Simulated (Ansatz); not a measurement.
# In2CuO4: the cost of one run

Computed with Ansatz 0.2.0 (DFT LDA+U (U = 3 eV, J = 0.7 eV on Cu d), plane waves, PAW, unless a step's input says otherwise).

### Step 1. The system as given

It takes space group I4/mmm (No. 139, tetragonal). The conventional cell has a = 3.957 Å, b = 3.957 Å, c = 12.080 Å, α = 90.00°, β = 90.00°, γ = 90.00°. Around In (site symmetry 4mm) lie 8 O at 2.34 to 2.66 Å. Around Cu (site symmetry 4/mmm) lie 4 O at 1.98 Å. O (site symmetry mmm) is surrounded by 2 Cu at 1.98 Å and 4 In at 2.66 Å. Around O (site symmetry -4m2) lie 4 In at 2.34 Å.

Coordinates:

```xyz
7
Lattice="-1.9785 1.9785 6.0400 1.9785 -1.9785 6.0400 1.9785 1.9785 -6.0400" Properties=species:S:1:pos:R:3 pbc="T T T"
In    0.0000    0.0000    4.2630
In    0.0000    0.0000    7.8170
Cu    0.0000    0.0000    0.0000
O     0.0000    1.9785    0.0000
O     1.9785    0.0000    0.0000
O     0.0000    1.9785    3.0200
O     1.9785    0.0000    3.0200
```

Magnetic order typed: ferromagnetic.

An earlier series on this cell reached its lowest free state from «natural orbitals of the symmetric run, filled by rank», perhaps among other starts.

### Step 2. From atoms, default search

Contents of input.yaml:

```yaml
crystal:
  lattice:
    - [-1.97849994, 1.97849994, 6.03999983]
    - [1.97849994, -1.97849994, 6.03999983]
    - [1.97849994, 1.97849994, -6.03999983]
  atoms:
    - { symbol: In, position: [0.3529, 0.3529, 0.0] }
    - { symbol: In, position: [0.6471, 0.6471, 0.0] }
    - { symbol: Cu, position: [0.0, 0.0, 0.0], spin: 1.0 }
    - { symbol: O, position: [0.5, 0.0, 0.5] }
    - { symbol: O, position: [0.0, 0.5, 0.5] }
    - { symbol: O, position: [0.75, 0.25, 0.5] }
    - { symbol: O, position: [0.25, 0.75, 0.5] }
basis:
  ecutwfc: 420
  ecutrho_ratio: 4
kpoints:
  mp_grid: { grid: [7, 7, 7] }
hamiltonian:
  xc: lda
  hubbard: { sites: [{ site: 2, l: d, u: 3.0, j: 0.7 }] }
scf:
  occupations: { method: gaussian, width: 0.05 }
output:
  forces: true
  stress: true
  eigenvalues: true
  populations: true
  hubbard: { sites: [{ site: 2, l: d }] }
  write_density: true
  write_potential: true
  elf: true
  volumetric_format: npy
magnetization:
  spin_polarized: true
```

Run with:

```bash
$ ansatz run input.yaml --threads 4 --pin off --max-ram 6144MiB --backend cpu --events-out ev --progress --plain --runs-dir out
```

Q: Estimate wall time and peak memory on 4 threads of Arm Neoverse V2, shared host.

About 17 s, with a peak of 0.69 GiB.
